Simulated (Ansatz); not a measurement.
Here is an Ansatz input file for C3H9PSi2, SMILES C[SiH](P)C#C[SiH3]. Write the same calculation for the Python package.

```yaml
crystal:
  periodic: [false, false, false]
  atoms:
    - { symbol: C, position_ang: [-2.095, 1.1551, -0.522] }
    - { symbol: Si, position_ang: [-1.1639, -0.4367, -0.6379] }
    - { symbol: P, position_ang: [-1.9603, -1.8363, 0.9012] }
    - { symbol: C, position_ang: [0.6635, -0.2236, -0.298] }
    - { symbol: C, position_ang: [1.8371, -0.0927, -0.0727] }
    - { symbol: Si, position_ang: [3.6639, 0.0961, 0.2828] }
    - { symbol: H, position_ang: [-1.9786, 1.6175, 0.4634] }
    - { symbol: H, position_ang: [-3.1652, 1.0042, -0.695] }
    - { symbol: H, position_ang: [-1.7391, 1.8728, -1.2678] }
    - { symbol: H, position_ang: [-1.3806, -1.0575, -1.968] }
    - { symbol: H, position_ang: [-1.861, -0.9574, 2.0041] }
    - { symbol: H, position_ang: [-3.3335, -1.5964, 0.6667] }
    - { symbol: H, position_ang: [4.3882, -1.1659, -0.0147] }
    - { symbol: H, position_ang: [4.243, 1.1789, -0.5531] }
    - { symbol: H, position_ang: [3.8816, 0.442, 1.7109] }
basis:
  gaussian:
    orbitals: def2-SVP
hamiltonian:
  xc: pbe0
output:
  orbitals: {}
  forces: true
```

`energy_c3h9psi2.py`
```python
"""Single point of C3H9PSi2 in a Gaussian basis."""

from pathlib import Path

import ansatz as az
from ase import Atoms
import numpy as np
import pandas as pd

BASIS = "def2-SVP"
XC = "pbe0"


def main() -> None:
    atoms = Atoms(["C", "Si", "P", "C", "C", "Si", "H", "H", "H", "H", "H", "H", "H", "H", "H"], positions=[
        (-2.095, 1.1551, -0.522),
        (-1.1639, -0.4367, -0.6379),
        (-1.9603, -1.8363, 0.9012),
        (0.6635, -0.2236, -0.298),
        (1.8371, -0.0927, -0.0727),
        (3.6639, 0.0961, 0.2828),
        (-1.9786, 1.6175, 0.4634),
        (-3.1652, 1.0042, -0.695),
        (-1.7391, 1.8728, -1.2678),
        (-1.3806, -1.0575, -1.968),
        (-1.861, -0.9574, 2.0041),
        (-3.3335, -1.5964, 0.6667),
        (4.3882, -1.1659, -0.0147),
        (4.243, 1.1789, -0.5531),
        (3.8816, 0.442, 1.7109),
    ])
    geometry = az.Crystal.molecule_from_ase(atoms)

    model = geometry.calculation()
    model = model.basis(gaussian=BASIS).functional(XC)
    model = model.forces().orbitals()
    outcome = model.run(runs_dir="c3h9psi2_runs")
    data = outcome.report

    print(f"E = {data['free_energy_ev']:.6f} eV = {data['free_energy_ev'] / 27.211386246:.7f} Ha")
    print("converged:", data["converged"], " doubts:", data["published_state_doubts"] or "none")

    field = data["mean_field"]
    print("<S^2> =", round(abs(field["state"]["spin_squared"]), 4), " all-electron relativity setting:", field["relativity"])
    print("passes:", field["passes"])
    if "symmetry" in field:
        print("occupied orbitals by irrep:", field["symmetry"]["occupied"])

    symbols = [site.symbol for site in geometry.cartesian_sites]
    forces = np.array(data["forces_ev_ang"])
    print("largest force", round(float(np.linalg.norm(forces, axis=1).max()), 4), "eV/A, rms", round(float(np.sqrt((forces ** 2).mean())), 4))

    charges = data["charge_distribution"]
    table = pd.DataFrame({"atom": symbols, "mulliken": charges["mulliken_charges_e"], "lowdin": charges["lowdin_charges_e"]})
    print(table.round(3).to_string())
    print("dipole (e A):", np.round(charges["dipole_moment_e_ang"], 4) + 0.0)

    lines = Path(data["orbitals_path"]).read_text().splitlines()
    field_of = lambda key: [line.split("=")[1].strip() for line in lines if line.startswith(key)]
    orbitals = [(27.211386 * float(e), s, float(n)) for e, s, n in zip(field_of("Ene="), field_of("Spin="), field_of("Occup="))]
    homo = max(e for e, _, n in orbitals if n > 0.5)
    lumo = min(e for e, _, n in orbitals if n < 0.5)
    for e, spin, n in sorted(orbitals):
        if homo - 10 < e < lumo + 5:
            print(f"{spin:6s} {e:10.3f} eV  occupation {n:.0f}")


if __name__ == "__main__":
    main()
```

`python energy_c3h9psi2.py` gives:
```text
E = -28276.118157 eV = -1039.1281760 Ha
converged: True  doubts: none
<S^2> = 0.0  all-electron relativity setting: none
passes: {'evaluations': 15, 'products': 12}
occupied orbitals by irrep: [{'A': 35}, {'A': 35}]
largest force 3.172 eV/A, rms 0.7133
   atom  mulliken  lowdin
0     C    -0.316  -0.125
1    Si     0.416   0.233
2     P    -0.114   0.139
3     C    -0.210  -0.168
4     C    -0.237  -0.182
5    Si     0.400   0.382
6     H     0.082   0.022
7     H     0.078   0.021
8     H     0.081   0.021
9     H    -0.041  -0.064
10    H     0.020  -0.036
11    H     0.013  -0.040
12    H    -0.056  -0.067
13    H    -0.059  -0.068
14    H    -0.058  -0.068
dipole (e A): [-0.1203  0.3361 -0.0368]
Alpha     -16.102 eV  occupation 2
Alpha     -14.791 eV  occupation 2
Alpha     -12.237 eV  occupation 2
Alpha     -11.665 eV  occupation 2
Alpha     -11.563 eV  occupation 2
Alpha     -10.965 eV  occupation 2
Alpha     -10.409 eV  occupation 2
Alpha     -10.247 eV  occupation 2
Alpha     -10.215 eV  occupation 2
Alpha      -9.925 eV  occupation 2
Alpha      -9.451 eV  occupation 2
Alpha      -8.212 eV  occupation 2
Alpha      -8.166 eV  occupation 2
Alpha      -7.081 eV  occupation 2
Alpha      -0.528 eV  occupation 0
Alpha      -0.455 eV  occupation 0
Alpha       0.896 eV  occupation 0
Alpha       1.295 eV  occupation 0
Alpha       1.396 eV  occupation 0
Alpha       1.831 eV  occupation 0
Alpha       1.966 eV  occupation 0
Alpha       2.368 eV  occupation 0
Alpha       2.577 eV  occupation 0
Alpha       2.931 eV  occupation 0
Alpha       3.075 eV  occupation 0
Alpha       3.296 eV  occupation 0
Alpha       3.807 eV  occupation 0
Alpha       4.306 eV  occupation 0
```

Total energies depend on the basis set; only differences at equal settings carry meaning. The geometry is a force-field or estimated start, not a minimum of this method, and the basis set is short of its limit. The Löwdin charges here are taken after orthogonalising the functions within each atom; they differ from plain Löwdin charges, and their signs can be unphysical. Alpha marks a spatial orbital of a restricted run, filled by both spins. Levels such as HOMO and LUMO are orbital energies: with these approximate functionals they aren't the ionisation energy and electron affinity, and their gap isn't the fundamental gap. Finished in 9.1 s on 1 thread of Arm Neoverse V2 (shared host), peak memory 0.44 GiB.

(Lines on the test bed's own set-up are left out of the output.)
